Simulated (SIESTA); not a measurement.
## GdO under changes of volume

One of the cells (19.683 Å³/atom); the others are scaled copies at fixed shape and fractional positions:

```xyz
2
Lattice="0.0000 2.7000 2.7000 2.7000 0.0000 2.7000 2.7000 2.7000 0.0000" Properties=species:S:1:pos:R:3 pbc="T T T"
Gd    0.0000    0.0000    0.0000
O     4.0500    4.0500    4.0500
```

- Program: SIESTA 5.4.2
- Functional: LDA
- Potentials or basis: PseudoDojo 0.4 standard with PseudoDojo 3+ lanthanides (4f in the core) (PBE and LDA files)
- Basis: DZP (energy shift 0.003 Ry; two zetas on semicore shells)
- Grid cutoff: 800 Ry
- Energy shift: 0.003 Ry
- k mesh: 7 × 7 × 7
- Occupations: fermi-dirac, width 0.05 eV
- Spin: collinear spin, ferromagnetic start
- Starting moments: [7.0, 0.0] μB

```csv
volume (Å³/atom),energy over the lowest point (meV/atom),pressure (GPa)
18.502,0.00,-2.9
18.896,9.95,-5.0
19.289,24.45,-6.7
19.683,42.96,-8.4
20.077,65.23,-9.7
20.470,?,?
20.864,118.85,-12.1
```

**Question.** What does the run at 20.470 Å³/atom give?

**Answer.** Energy over the lowest point 90.59 meV/atom; pressure -11.0 GPa.

Worked out: A Birch-Murnaghan fit of order 3 (a polynomial in V^(-2/3)) to the other rows has its minimum at 17.97 Å³/atom, just outside them, with B0 = V·E''(V) = 111 GPa and B' = 4.3. It gives 90.56 meV/atom at 20.470 Å³/atom, against the run's 90.59, and -dE/dV = -10.9 GPa, against -11.0.

Energies are extrapolated to zero smearing.

Caveats: the potentials were made for another functional, which shifts forces and pressure; the basis of atomic orbitals isn't converged, which shifts pressures, moduli and gaps.
